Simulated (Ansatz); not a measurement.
# SiC: a single-point run

Aim: a sound single-point run of SiC. The structure is shown as the input types it.

Program: Ansatz 0.2.0. Level of theory: DFT, LDA, all-electron LAPW, scalar-relativistic; levels and slopes on a fine mesh, independent-particle optical spectra. These are calculated values, not measurements.

**1. The starting structure**

The structure is hexagonal, space group P6_3mc (No. 186). The conventional cell has a = 3.056 Å, b = 3.056 Å, c = 5.016 Å, α = 90.00°, β = 90.00°, γ = 120.00°. Si (site symmetry 3m) is surrounded by 4 C at 1.87 to 1.89 Å. Around C (site symmetry 3m) lie 4 Si at 1.87 to 1.89 Å.

Structure file:

```
CELL_PARAMETERS angstrom
3.05636 0.00000 0.00000
-1.52818 2.64689 0.00000
0.00000 0.00000 5.01591
ATOMIC_POSITIONS crystal
Si 0.33333 0.66667 0.00460
Si 0.66667 0.33333 0.50460
C 0.33333 0.66667 0.38040
C 0.66667 0.33333 0.88040
```

**2. The run**

Input file input.yaml:

```yaml
crystal:
  lattice:
    - [3.05636176261, 0.0, 0.0]
    - [-1.5281808813, 2.64688692958, 0.0]
    - [0.0, 0.0, 5.01591344816]
  atoms:
    - { symbol: Si, position: [0.333333333333, 0.666666666667, 0.00459563708] }
    - { symbol: Si, position: [0.666666666667, 0.333333333333, 0.50459563708] }
    - { symbol: C, position: [0.333333333333, 0.666666666667, 0.38040436292] }
    - { symbol: C, position: [0.666666666667, 0.333333333333, 0.88040436292] }
kpoints:
  mp_grid: { grid: [8, 8, 4] }
scf:
  occupations: { method: fixed }
  mixing: { algorithm: broyden, beta: 1.0, ndim: 1, preconditioner: none }
  max_iter: 60
hamiltonian:
  xc: lda
  pseudopotentials: { kind: all_electron, lapw: { basis_error: 0.001 } }
output:
  forces: true
  stress: true
  eigenvalues: true
  eigenstates:
    nscf_kmesh: { grid: [12, 12, 8] }
    de_dk: true
    e_range: [-9, 12.13094585198]
  optics:
    e_range: [0, 30]
    de: 0.2
    sigma: 0.25
    bands: { spectra_wanted_up_to: 30 }
    nscf_kmesh: { grid: [12, 12, 8] }
checkpoint:
  write: ck
  write_wavefunctions: false
```

Started as:

```sh
ansatz run input.yaml --threads 2 --pin off --max-ram 6144MiB --backend cpu --events-out ev --progress --plain --runs-dir out
```

**Question.** How will this run end, and is anything wrong with its input?

The run converged and reported no error, with warnings (metallic iterate). Convergence says nothing about whether the input makes sense.

The suspect setting: scf.mixing.algorithm is broyden; scf.mixing.beta is 1.0; scf.mixing.ndim is 1; scf.mixing.preconditioner is none. What could go wrong: mixing too aggressive. Here it converged all the same; such a setting changes the road, not the converged state. Several mixing settings were changed at once, so this run can't tell how much each is to blame.

Run again and compare: delete scf.mixing.algorithm, scf.mixing.beta, scf.mixing.ndim and scf.mixing.preconditioner (the default then holds).
